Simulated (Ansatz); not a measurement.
**SiSe (SMILES [Si][Se]): CCSDT(Q)/STO-3G**

What is the electronic atomisation energy of SiSe at CCSDT(Q)/STO-3G? 

Program for the calculation: Ansatz 0.2.0.

48 further runs of the same task are left out: 13 that didn't finish, 35 set aside as unsound or not needed.

### Step 1. Starting point

SiSe has 2 atoms, charge 0, and is taken as a singlet. As SMILES, `[Si][Se]`. Geometry: a GFN2-xTB relaxation, a rough one for these elements and not checked as a minimum.

Bond lengths: Si1–Se2 2.125 Å.

### Step 2. A single-point energy at CCSDT(Q)/STO-3G

job.yaml reads:

```yaml
crystal:
  periodic: [false, false, false]
  atoms:
    - symbol: Si
      position_ang: [0.000000, 0.000000, 0.000000]
    - symbol: Se
      position_ang: [0.000000, 0.000000, 2.124530]
basis:
  gaussian:
    orbitals: STO-3G
correlation:
  method: ccsdt_q
  frozen_orbitals: {Se: 9, Si: 5}
accuracy: high
scf:
  omitted_lower_state_checks: [cluster_reference, increment]
```

Launch:

```sh
$ ansatz run job.yaml --threads 1 --pin off --max-ram 2610MiB --events-out events.jsonl --progress --plain --runs-dir runs
```

What it wrote (excerpt; [...] marks lines left out):

```text
Warning: RAYON_NUM_THREADS=1 ignored (pool sized by the plan → 1); use --threads N
Functional definition: HF
  name "HF"
[...]
372 factors; integrals over basis functions are off by at most 2.4e-8 eV
[...]
mean field -72358.92160392 eV, -2659.1413223053 hartree, gradient 3.6e-8 eV, S^2 0.000000; 0 other end points of the search recorded, 0 dependent functions left out
14 core orbitals not correlated: weight in the atoms' cores, before any rotation towards them, 1.000 or more for the frozen orbitals, at most 0.000 for the correlated occupied ones
reference -72358.92160392 eV, -2659.1413223053 hartree; 10, 10 occupied and 3, 3 virtual orbitals, 372 factors
second order -2.15596234 eV of doubles, -0.00000000 eV of singles
cycle   1  -1.93853646 eV  change    2.2e-1 eV  update   2.0e-1
[...]
cycle  27  -2.58125422 eV  change   1.7e-10 eV  update   2.0e-9
perturbative correction 0.01306899 eV, 0.0004802764 hartree
Total energy: -72361.48978915 eV, -2659.2357013718 hartree
Checks for a lower state left out: cluster_reference, increment
```

Wall time 0.85 s (1 thread of Arm Neoverse V1, shared host).

### Step 3. The Se atom

job.yaml reads:

```yaml
crystal:
  periodic: [false, false, false]
  atoms:
    - symbol: Se
      position_ang: [0.000000, 0.000000, 0.000000]
basis:
  gaussian:
    orbitals: STO-3G
total_charge: 0
magnetization:
  spin_polarized: true
  initial_magnetization: 2
correlation:
  method: ccsdt_q
  frozen_orbitals: {Se: 9}
accuracy: high
scf:
  omitted_lower_state_checks: [cluster_reference, increment]
```

Run the same way, it converges to -2373.52735 Eh (log not shown).

### Step 4. The Si atom at the same level

job.yaml reads:

```yaml
crystal:
  periodic: [false, false, false]
  atoms:
    - {symbol: Si, position_ang: [0.000000, 0.000000, 0.000000]}
basis:
  gaussian:
    orbitals: STO-3G
correlation:
  method: ccsdt_q
  frozen_orbitals: {Si: 5}
accuracy: high
scf:
  omitted_lower_state_checks: [cluster_reference, increment]
magnetization:
  spin_polarized: true
  initial_magnetization: 2
```

Run the same way, it converges to -285.47963 Eh (log not shown).

### Step 5. What came out

At CCSDT(Q)/STO-3G, 14 core orbitals frozen:

```
                                              quantity           value
                                molecule: total energy  -2659.23570 Eh
molecule: correlation energy (14 core orbitals frozen)       -94.4 mEh
                               molecule: T1 diagnostic           0.027
                                 Se atom: total energy  -2373.52735 Eh
  Se atom: correlation energy (9 core orbitals frozen)         0.0 mEh
            Se atom: ⟨S²⟩ of the reference determinant           2.000
                                Se atom: T1 diagnostic           0.000
                                 Si atom: total energy   -285.47963 Eh
  Si atom: correlation energy (5 core orbitals frozen)       -13.4 mEh
            Si atom: ⟨S²⟩ of the reference determinant           2.000
                                Si atom: T1 diagnostic           0.000
                         electronic atomisation energy        6.224 eV
```

Taking the molecule apart into free atoms costs 6.22 eV (144 kcal/mol), before zero-point energy and without spin-orbit coupling. In a minimal basis such a difference can be off by several eV, whatever the method. The T1 diagnostic (molecule) of 0.027 is above the customary mark for such species, so a single reference may not serve.
